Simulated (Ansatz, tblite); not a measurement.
BeCu$_{2}$GeSe$_{4}$: GFN1-xTB, run from Python

These are simulated results from tblite 0.8.0, not measurements. The cell was built from a prototype and was relaxed with r2SCAN in plane waves (Ansatz 0.2.0). It may be hypothetical. All runs are without spin polarisation.

It is tetragonal, I-4 (No. 82); a = 5.503 Å, c = 10.699 Å in the conventional setting, 20.25 Å³ an atom. Around Cu lie 4 Se at 2.40 Å; around Be lie 4 Se at 2.24 Å; around Ge lie 4 Se at 2.41 Å; around Se lie 1 Be at 2.24 Å and 2 Cu at 2.40 Å and 1 Ge at 2.41 Å.

tblite solves periodic systems at the zone centre alone, so the script builds a cluster of 2×2×1 conventional cells (64 atoms), which folds in a coarse mesh of k points.

Input script:

```python
import json
from ase import Atoms
from ase.build import make_supercell
from ase.units import Bohr, GPa, Hartree
from tblite.interface import Calculator

atoms = Atoms(['Cu', 'Cu', 'Be', 'Ge', 'Se', 'Se', 'Se', 'Se'],
              cell=[[-2.75173684, 2.75173684, 5.34962655], [2.75173684, -2.75173684, 5.34962655], [2.75173684, 2.75173684, -5.34962655]],
              scaled_positions=[[0.0, 0.0, 0.0], [0.75, 0.25, 0.5], [0.25, 0.75, 0.5], [0.5, 0.5, 0.0], [0.129913585, 0.630394615, 1.023623221], [0.369605385, 0.393228605, 0.49951897], [0.606771395, 0.106290365, -0.023623221], [0.893709635, 0.870086415, 0.50048103]],
              pbc=True)
cluster = make_supercell(atoms, [[0, 2, 2], [2, 0, 2], [1, 1, 0]])
calc = Calculator('GFN1-xTB', cluster.numbers, cluster.positions / Bohr, lattice=cluster.cell[:] / Bohr, periodic=cluster.pbc)
calc.set('temperature', 0.02 / Hartree)
calc.set('max-iter', 150)
res = calc.singlepoint()
levels = res.get('orbital-energies') * Hartree
nv = round(res.get('orbital-occupations').sum() / 2)
cells = len(cluster) // len(atoms)
out = {'energy_per_cell': res.get('energy') * Hartree / cells, 'homo': levels[nv - 1], 'lumo': levels[nv],
       'stress': (-res.get('virial') * Hartree / cluster.get_volume() / GPa).tolist(), 'charges': res.get('charges')[:len(atoms)].tolist(), 'electrons': 2 * nv / cells}
json.dump(out, open('results.json', 'w'))
for key, value in out.items():
    print(key, value)
```

Command: `python run.py`. It took 4.8 s on 1 thread of Arm Neoverse V1 (shared host), peak memory 0.13 GiB.

The log:

```
------------------------------------------------------------
  cycle        total energy    energy error   density error
------------------------------------------------------------
      1     -199.9403731200  -1.9966946E+02   7.3669910E-01
      2     -195.4602447118   4.4801284E+00   6.9677602E-01
      3     -185.7992242598   9.6610205E+00   5.2767321E-01
      4     -202.5593152415  -1.6760091E+01   1.0128236E-01
      5     -202.5704532256  -1.1137984E-02   8.1003645E-02
      6     -202.8076072906  -2.3715407E-01   3.4185393E-02
      7     -202.8249110683  -1.7303778E-02   1.9255775E-02
      8     -202.8277631175  -2.8520492E-03   1.8109912E-02
      9     -202.8341701121  -6.4069945E-03   7.5249209E-03
     10     -202.8356573873  -1.4872752E-03   3.1588734E-04
     11     -202.8356583958  -1.0085087E-06   1.5839344E-04
     12     -202.8356599508  -1.5550150E-06   8.8152171E-05
     13     -202.8356600298  -7.8976626E-08   5.6279134E-05
     14     -202.8356600831  -5.3306536E-08   1.7303222E-05
------------------------------------------------------------

 total:                                   4.217 sec
energy_per_cell -689.929930753567
homo -8.705768325894443
lumo -8.238483386682583
stress [[-0.03352641112248532, -5.515358372481114e-07, 4.559695849077999e-06], [-5.515358373165011e-07, -0.03352708388516805, 3.119143509856046e-08], [4.5596958491659314e-06, 3.1191434984058285e-08, 0.06771136570547548]]
charges [-0.2768780086553255, -0.2720531220530107, 0.3501075253920638, 0.2928099985549701, -0.0235060355210594, -0.023505711642420893, -0.023505667354874873, -0.023505563647915256]
electrons 52.0
```

The cycle table is in hartree for the whole cluster, and the lines after it are in eV (the energy for one cell). The printed stress is in GPa and positive in compression, and the pressure is its mean diagonal.

GFN1-xTB gives a gap of 0.47 eV. On the same cell, plane-wave PBE (Ansatz, 6×6×6 k points and the special points) gives a gap of 0.40 eV and r2SCAN a gap of 0.62 eV; on shared hosts these took about 61 and 140 core-seconds on the 8-atom cell, against 4.8 for the script. Semilocal gaps usually lie below measured ones. xTB was fitted to molecules, so gaps, charges and pressures of solids can be far off, and the gap also depends on the size of the cluster.

The same script was run on cells scaled at fixed shape and fractional coordinates:

```
volume (Å³/atom)  energy (meV/atom)  pressure (GPa, positive in compression)  gap (eV)
           17.82               94.8                                    14.12      0.73
           19.04               20.9                                     5.85      0.59
           20.25                0.0                                     0.00      0.47
           21.47               16.8                                    -4.21      0.37
           22.68               61.1                                    -7.29      0.29
```

A Birch-Murnaghan fit puts the minimum at 20.25 Å³/atom, 0.0 % below the given cell, with a bulk modulus of 82.5 GPa at fixed shape.

xTB was fitted mostly to molecules, and a small cluster samples few k points, so gaps, pressures and kinks along a curve can be far from a solid's.

The runs are scalar-relativistic, without spin-orbit coupling.
